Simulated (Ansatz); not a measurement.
# BiTe under changes of volume

One of the cells (33.855 Å³/atom); the others are scaled copies at fixed shape and fractional positions:

```
CELL_PARAMETERS angstrom
0.00000 3.23500 3.23500
3.23500 0.00000 3.23500
3.23500 3.23500 0.00000
ATOMIC_POSITIONS crystal
Bi 0.00000 0.00000 0.00000
Te 0.50000 0.50000 0.50000
```

- Program: Ansatz 0.2.0
- Functional: PBE0
- Potentials or basis: Ansatz PAW
- Cutoff: 420 eV (not typed: the program's choice for these potentials)
- k mesh: 4 × 4 × 4
- Occupations: fermi-dirac, width 0.05 eV
- Spin: no spin polarisation

```tsv
volume (Å³/atom)	energy over the lowest point (meV/atom)	pressure (GPa)
31.824	?	?
32.501	0.70	0.8
33.178	0.00	-0.4
33.855	4.02	-1.5
34.532	12.19	-2.4
35.209	24.09	-3.2
35.886	39.23	-4.0
```

What does the run at 31.824 Å³/atom give?

Energy over the lowest point 6.71 meV/atom; pressure 2.1 GPa.

Worked out: A Birch-Murnaghan fit of order 3 (a polynomial in V^(-2/3)) to the other rows has its minimum at 32.93 Å³/atom with B0 = V·E''(V) = 57 GPa and B' = 4.9. It gives 6.72 meV/atom at 31.824 Å³/atom, against the run's 6.71, and -dE/dV = 2.1 GPa, against 2.1.

Energies are extrapolated to zero smearing.

Caveats: all runs use coarse meshes; the PAW data sets come from PBE, with cores solved anew for the run's functional, which leaves a small shift of forces and pressure; the thresholds are loose for stress.
